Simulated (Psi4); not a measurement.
**GeTe (SMILES [Ge][Te]) at DSD-PBEP86/def2-TZVP (core potential, density fitting for correlation)**

What is the vertical singlet–triplet gap of GeTe at DSD-PBEP86/def2-TZVP (core potential, density fitting for correlation)? 

Program for the calculation: Psi4 1.11.

### 1 The molecule

GeTe: 2 atoms, total charge 0, spin state singlet. SMILES: `[Ge][Te]`. The bond length is the measured one.

Bond lengths: Ge1–Te2 2.340 Å.

### 2 The energy at DSD-PBEP86/def2-TZVP (core potential, density fitting for correlation)

Contents of input.json:

```json
{
 "schema_name": "qcschema_input",
 "schema_version": 1,
 "molecule": {
  "schema_name": "qcschema_molecule",
  "schema_version": 2,
  "symbols": ["Ge", "Te"],
  "geometry": [0.0, 0.0, 0.0, 0.0, 0.0, 4.42227094],
  "molecular_charge": 0,
  "molecular_multiplicity": 1,
  "fix_symmetry": "c1"
 },
 "driver": "energy",
 "model": {
  "method": "dsd-pbep86",
  "basis": "def2-TZVP"
 },
 "keywords": {
  "puream": true,
  "e_convergence": 1e-09,
  "d_convergence": 1e-08,
  "scf_type": "pk",
  "dft_radial_points": 99,
  "dft_spherical_points": 590,
  "num_frozen_docc": 13
 }
}
```

The run is started by

```console
$ psi4 --qcschema input.json -n 1 --memory 1600MB
```

stdout:

```text
[...]
    !!!  WARNING: ECP capability is in beta. Please check occupations closely.  !!!
[...]
  Running in c1 symmetry.
[...]
  Nuclear repulsion =  173.666428497933708
[...]
  Multiplicity = 1
[...]
  Nalpha       = 28
  Nbeta        = 28
[...]
    Number of basis functions: 98
[...]
   @RKS iter   1: -2342.13028273531427   -4.58358e+00   2.91964e-02 DIIS/ADIIS
[...]
   @RKS iter  14: -2343.58955062524137   -4.86580e-11   7.05562e-09 DIIS
[...]
    Orbital Energies [Eh]
    ---------------------
    Doubly Occupied:
       1A   -403.007608     2A    -51.358530     3A    -45.589631
       4A    -45.589631     5A    -45.587596     6A     -6.892285
       7A     -6.808215     8A     -4.933024     9A     -4.933024
      10A     -4.926995    11A     -4.831534    12A     -4.831534
      13A     -4.831486    14A     -1.808651    15A     -1.806500
      16A     -1.806500    17A     -1.806202    18A     -1.806202
      19A     -1.527383    20A     -1.527383    21A     -1.520860
      22A     -1.520860    23A     -1.519842    24A     -0.751281
      25A     -0.530738    26A     -0.321312    27A     -0.304764
      28A     -0.304764
[...]
  @RKS Final Energy: -2343.58955062524137
   => Energetics <=
    Nuclear Repulsion Energy =            173.6664284979337083
    One-Electron Energy =               -3708.6437184501364754
    Two-Electron Energy =                1219.7936122834369144
    DFT Exchange-Correlation Energy =     -28.4058729564755446
    Empirical Dispersion Energy =           0.0000000000000000
    VV10 Nonlocal Energy =                  0.0000000000000000
    Total Energy =                      -2343.5895506252413725
[...]
 Multipole Moments:
 ------------------------------------------------------------------------------------
     Multipole            Electronic (a.u.)      Nuclear  (a.u.)        Total (a.u.)
 ------------------------------------------------------------------------------------
 L = 1.  Multiply by 2.5417464519 to convert [e a0] to [Debye]
 Dipole X            :         -0.0000006            0.0000000           -0.0000006
 Dipole Y            :          0.0000001            0.0000000            0.0000001
 Dipole Z            :         51.0412729          -51.6995702           -0.6582974
 Magnitude           :                                                    0.6582974
[...]
```

The result, in JSON:

```text
{
 "driver": "energy",
 "model": {
  "method": "dsd-pbep86",
  "basis": "def2-TZVP"
 },
 "success": true,
 "return_result": -2343.934564917007,
 "properties": {
  "calcinfo_nbasis": 98,
  "calcinfo_nmo": 98,
  "calcinfo_nalpha": 28,
  "calcinfo_nbeta": 28,
  "calcinfo_natom": 2,
  "nuclear_repulsion_energy": 173.6664284979337,
  "return_energy": -2343.934564917007,
  "scf_one_electron_energy": -3708.6437184501365,
  "scf_two_electron_energy": 1219.793612283437,
  "scf_xc_energy": -28.405872956475545,
  "scf_dipole_moment": [-5.992838223322486e-07, 7.996022102581394e-08, -0.6582973938529406],
  "scf_total_energy": -2343.5895506252414,
  "scf_iterations": 14
 }
}
```

It took 6 s on 1 thread of AMD EPYC 9R45 (Zen 5), shared host; peak memory 0.66 GiB.

### 3 The triplet, same level

Contents of run_ase.py:

```python
import numpy as np
from ase.calculators.psi4 import Psi4
from ase import Atoms

a = Atoms(['Ge', 'Te'], positions=[
    [0.000000, 0.000000, 0.000000],
    [0.000000, 0.000000, 2.340165],
])
calc = Psi4(atoms=a, method='dsd-pbep86', basis='def2-TZVP', memory='1600MB', num_threads=1, charge=0, multiplicity=3, label='gete', reference='uks')
calc.psi4.set_options({'puream': True, 'e_convergence': 1e-09, 'd_convergence': 1e-08, 'scf_type': 'pk', 'dft_radial_points': 99, 'dft_spherical_points': 590, 'num_frozen_docc': 13, 'maxiter': 200})
a.calc = calc

print(f'energy: {a.get_potential_energy():.6f} eV')
```

The run is started by

```console
$ python run_ase.py
```

gete.dat:

```text
[...]
    !!!  WARNING: ECP capability is in beta. Please check occupations closely.  !!!
[...]
  Running in c1 symmetry.
[...]
  Nuclear repulsion =  173.666428561473225
[...]
  Multiplicity = 3
[...]
  Nalpha       = 29
  Nbeta        = 27
[...]
    Number of basis functions: 98
[...]
   @UKS iter   1: -2342.05299225606177   -4.38731e+00   2.91226e-02 ADIIS/DIIS
[...]
   @UKS iter  18: -2343.50909771262059   -2.72848e-12   5.93620e-09 DIIS
[...]
   @S^2 Observed:                2.016694841E+00
[...]
    Orbital Energies [Eh]
    ---------------------
    Alpha Occupied:
       1A   -402.976252     2A    -51.328208     3A    -45.560039
       4A    -45.559345     5A    -45.557641     6A     -6.863898
       7A     -6.836486     8A     -4.907087     9A     -4.902713
      10A     -4.899822    11A     -4.870129    12A     -4.856684
      13A     -4.852506    14A     -1.844482    15A     -1.841752
      16A     -1.836614    17A     -1.827039    18A     -1.826451
      19A     -1.500052    20A     -1.497636    21A     -1.496695
      22A     -1.490482    23A     -1.489204    24A     -0.799427
      25A     -0.558695    26A     -0.373402    27A     -0.352229
      28A     -0.329658    29A     -0.217914
    Alpha Virtual:
[...]
  @UKS Final Energy: -2343.50909771262059
   => Energetics <=
    Nuclear Repulsion Energy =            173.6664285614732250
    One-Electron Energy =               -3708.7992476860608804
    Two-Electron Energy =                1220.0409087043362888
    DFT Exchange-Correlation Energy =     -28.4171872923693378
    Empirical Dispersion Energy =           0.0000000000000000
    VV10 Nonlocal Energy =                  0.0000000000000000
    Total Energy =                      -2343.5090977126205871
[...]
 Multipole Moments:
 ------------------------------------------------------------------------------------
     Multipole            Electronic (a.u.)      Nuclear  (a.u.)        Total (a.u.)
 ------------------------------------------------------------------------------------
 L = 1.  Multiply by 2.5417464519 to convert [e a0] to [Debye]
 Dipole X            :          0.0000552            0.0000000            0.0000552
 Dipole Y            :          0.0000013            0.0000000            0.0000013
 Dipole Z            :         51.7838861          -51.6995702            0.0843159
 Magnitude           :                                                    0.0843159
[...]
```

On the terminal:

```text
energy: -63778.868951 eV
```

It took 9.9 s on 1 thread of AMD EPYC 9R45 (Zen 5), shared host; peak memory 0.69 GiB.

### 4 What came out

Level: DSD-PBEP86/def2-TZVP (core potential, density fitting for correlation), 13 core orbitals frozen.

```
                                                         quantity           value
                                            singlet: total energy  -2343.93456 Eh
                       singlet: HOMO energy (SCF part's orbitals)        -8.29 eV
                       singlet: LUMO energy (SCF part's orbitals)        -0.96 eV
                     singlet: HOMO–LUMO gap (SCF part's orbitals)         7.33 eV
                                            triplet: total energy  -2343.83022 Eh
triplet: HOMO energy (SCF part's orbitals) (highest over α and β)        -5.93 eV
 triplet: LUMO energy (SCF part's orbitals) (lowest over α and β)        -3.09 eV
                                                    triplet: ⟨S²⟩           2.017
                 vertical energy of the triplet above the singlet        2.839 eV
```

What this shows: At this shape the triplet lies 2.84 eV (274 kJ/mol) above the singlet.
